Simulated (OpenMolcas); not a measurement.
# SiF3 (trifluorosilyl): UHF/aug-pcseg-1

Aim: the vertical ionisation energy of SiF3 (trifluorosilyl) at UHF/aug-pcseg-1, from 2 runs. 

The results are computed with OpenMolcas 26.06.

## Step 1: The molecule

SiF3 has 4 atoms, charge 0, and is taken as a doublet. As SMILES, `F[Si](F)F`. Geometry: relaxed at GFN2-xTB.

Bond lengths: F1–Si2 1.590 Å, Si2–F3 1.590 Å, Si2–F4 1.590 Å. Angles: F1–Si2–F3 104.5°, F1–Si2–F4 104.3°, F3–Si2–F4 104.5°.

## Step 2: The energy at UHF/aug-pcseg-1

The input, job.inp:

```
>>> EXPORT MOLCAS_PRINT=2

&gateway
 baslib=$CurrDir
 coord
 4
 angstrom
 F        0.787890      -0.508980       1.119030
 Si      -0.325240       0.244050       0.268860
 F       -0.962750      -0.889100      -0.646850
 F        0.500100       1.154030      -0.741040
 basis=aug-pcseg-1
 group=NoSym

&seward

&scf
 uhf
 spin=2
 prorbitals=1 1
```

The basis set aug-pcseg-1 is read from a file made from the Basis Set Exchange's data (not shown).

Started as:

```bash
$ export MOLCAS_MEM=1860
$ pymolcas job.inp > job.log
```

What it wrote:

```text
--- Start Module: gateway ---
[...]
--- Stop Module: gateway /rc=_RC_ALL_IS_WELL_ ---
--- Start Module: seward ---
[...]
      Basis functions           96
--- Stop Module: seward /rc=_RC_ALL_IS_WELL_ ---
[...]
--- Start Module: scf ---
[...]
       Convergence after  12 Iterations
[...]
::    Total SCF energy                               -587.2963629041
[...]
      Total spin, S                                     0.5009005645
[...]
      Total electronic charge=   41.000000
      Total            charge=   -0.000000
[...]
      Dipole Moment (debye):
      Origin of the operator (angstrom)=   -0.0344    0.0258    0.0284
                   X= -1.4395E+00               Y=  1.0758E+00               Z=  1.1875E+00           Total=  2.1540E+00
      Quadrupole Moment (debye*angstrom):
[...]
--- Stop Module: scf /rc=_RC_ALL_IS_WELL_ ---
[...]
```

It took 8.1 s on 1 thread of Arm Neoverse V1, shared host; peak memory 0.53 GiB.

## Step 3: The singlet cation

The input, job.inp:

```
* F3Si Hartree-Fock

&GATEWAY
 BasLib
 $CurrDir
 Coord
 4
 angstrom
 F        0.787890      -0.508980       1.119030
 Si      -0.325240       0.244050       0.268860
 F       -0.962750      -0.889100      -0.646850
 F        0.500100       1.154030      -0.741040
 Basis
 aug-pcseg-1
 Group
 NoSym

&SEWARD

&SCF
 Charge
 1
 PrOrbitals
 1 1
```

The basis set aug-pcseg-1 is read from a file made from the Basis Set Exchange's data (not shown).

Started as:

```bash
$ export MOLCAS_MEM=1860
$ pymolcas job.inp > job.log
```

What it wrote:

```text
--- Start Module: gateway ---
[...]
--- Stop Module: gateway /rc=_RC_ALL_IS_WELL_ ---
--- Start Module: seward ---
[...]
      Basis functions           96
--- Stop Module: seward /rc=_RC_ALL_IS_WELL_ ---
[...]
--- Start Module: scf ---
[...]
       Convergence after  13 Iterations
[...]
::    Total SCF energy                               -586.8769336299
[...]
      Total spin, S                                     0.0000000000
[...]
      Total electronic charge=   40.000000
      Total            charge=    1.000000
[...]
      Dipole Moment (debye):
      Origin of the operator (angstrom)=   -0.0344    0.0258    0.0284
                   X= -3.7853E+00               Y=  2.8390E+00               Z=  3.1283E+00           Total=  5.6723E+00
      Center of Charge (angstrom)
[...]
--- Stop Module: scf /rc=_RC_ALL_IS_WELL_ ---
[...]
```

It took 7.8 s on 1 thread of Arm Neoverse V1, shared host; peak memory 0.53 GiB.

## Step 4: Results

Level: UHF/aug-pcseg-1.

| quantity | value |
| --- | --- |
| doublet SiF3: total energy | -587.29636 Eh |
| doublet SiF3: dipole moment | 2.15 D |
| doublet SiF3: HOMO energy (highest over α and β) | -12.21 eV |
| doublet SiF3: LUMO energy (lowest over α and β) | -0.31 eV |
| doublet SiF3: ⟨S²⟩ | 0.752 |
| singlet cation: total energy | -586.87693 Eh |
| singlet cation: HOMO energy | -25.17 eV |
| singlet cation: LUMO energy | -10.56 eV |
| singlet cation: HOMO–LUMO gap | 14.61 eV |
| vertical ionisation energy (to the singlet cation) | 11.413 eV |

In words: Removing an electron at fixed nuclei costs 11.41 eV (263 kcal/mol). Only the singlet of the ionised species was computed; a triplet could lie lower. Mulliken charges (doublet SiF3) run from -0.51 on F1 to +1.51 on Si2; in a basis this large or diffuse they mean little. Mulliken charges (singlet cation) run from -0.45 on F1 to +2.36 on Si2; in a basis this large or diffuse they mean little.
